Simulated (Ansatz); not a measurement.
**CH4FGaGe: one species, many methods**

The task here is to estimate one member of a computed series from the others.

Method: functionals in def2-TZVPP, the program's frozen cores in correlated methods; program: Ansatz 0.2.0, Gaussian basis.

The runs, in order: PBE-D4, r2SCAN-D4, PBE0-D4, B3LYP-D4, ωB97X-V, ωB97M-V, B2PLYP; CCSD(T)/def2-TZVPP; MP2/def2-QZVPP; extrapolation to the limit.

## The relaxed structure

An earlier PBE0-D4 in a triple-zeta def2 set relaxation fixed the geometry.

8 atoms, charge 0, spin multiplicity 1.

Atoms are counted from 1 here; the program's logs count them from 0.

Bond lengths: F1–Ge4 1.791 Å, Ga2–C3 2.105 Å, C3–Ge4 1.906 Å, C3–H5 1.094 Å, C3–H6 1.094 Å, Ge4–H7 1.538 Å, Ge4–H8 1.538 Å. Angles: Ga2–C3–Ge4 103.8°, Ga2–C3–H5 109.8°, Ga2–C3–H6 109.8°, Ge4–C3–H5 112.2°, Ge4–C3–H6 112.2°, H5–C3–H6 108.8°, F1–Ge4–C3 99.0°, F1–Ge4–H7 103.3°, F1–Ge4–H8 103.3°, C3–Ge4–H7 117.9°, C3–Ge4–H8 117.9°, H7–Ge4–H8 111.9°.

Geometry (Å):

```tsv
atom	x (Å)	y (Å)	z (Å)
F1	-1.8146	-0.6184	-0.2110
Ga2	-1.2031	1.6211	1.1762
C3	0.5595	0.7492	0.4262
Ge4	-0.0572	-0.7923	-0.5092
H5	1.2271	0.4918	1.2537
H6	1.0719	1.4561	-0.2329
H7	0.0422	-0.7915	-2.0436
H8	0.2665	-2.1731	0.0848
```

The first run:

Contents of in.yaml:

```yaml
crystal:
  periodic: [false, false, false]
  atoms:
    - {symbol: F, position_ang: [-1.814573, -0.618374, -0.210958]}
    - {symbol: Ga, position_ang: [-1.203148, 1.621114, 1.176209]}
    - {symbol: C, position_ang: [0.559536, 0.749204, 0.426163]}
    - {symbol: Ge, position_ang: [-0.057188, -0.792314, -0.509220]}
    - {symbol: H, position_ang: [1.227069, 0.491794, 1.253671]}
    - {symbol: H, position_ang: [1.071860, 1.456118, -0.232934]}
    - {symbol: H, position_ang: [0.042173, -0.791482, -2.043571]}
    - {symbol: H, position_ang: [0.266471, -2.173061, 0.084841]}
basis:
  gaussian: {orbitals: def2-TZVPP}
hamiltonian: {xc: pbe, dispersion: d4}
output: {forces: true, orbitals: {seedname: orbitals}}
```

On the command line:

```
> ansatz run in.yaml --threads 4 --pin off --events-out ev --progress --plain --max-ram 10444MiB
```

Among the steps run: PBE-D4 (GGA); r2SCAN-D4 (meta-GGA); PBE0-D4 (hybrid); B3LYP-D4 (hybrid); ωB97X-V (range-separated); ωB97M-V (range-separated); B2PLYP (double hybrid); CCSD(T) in def2-TZVPP; MP2 in def2-QZVPP.

One of the session's tables, all rows but one given; the rest of the session is left out.

| method | atomisation energy (kJ/mol) |
| --- | --- |
| PBE-D4 | 2541.9 |
| r2SCAN-D4 | 2523.3 |
| PBE0-D4 | 2499.5 |
| B3LYP-D4 | 2499.4 |
| ωB97X-V | 2528.8 |
| ωB97M-V | 2508.5 |
| B2PLYP | 2483.1 |
| HF/def2-TZVPP | 1820.1 |
| MP2/def2-TZVPP | ? |
| CCSD/def2-TZVPP | 2439.6 |
| CCSD(T)/def2-TZVPP | 2479.0 |
| MP2/CBS | 2566.9 |
| CCSD(T)/CBS | 2534.4 |

Q: Estimate the row for MP2/def2-TZVPP from the others.

As computed: atomisation energy (kJ/mol): 2511.5. In the column «atomisation energy (kJ/mol)» it lies between ωB97M-V (2508.5) and r2SCAN-D4 (2523.3).

Limits of these values: Free atoms (1 F, 1 Ga, 1 C, 1 Ge, 4 H) were run apart at each level; the atomisation energy is their sum less the molecule, without zero-point or spin-orbit terms.
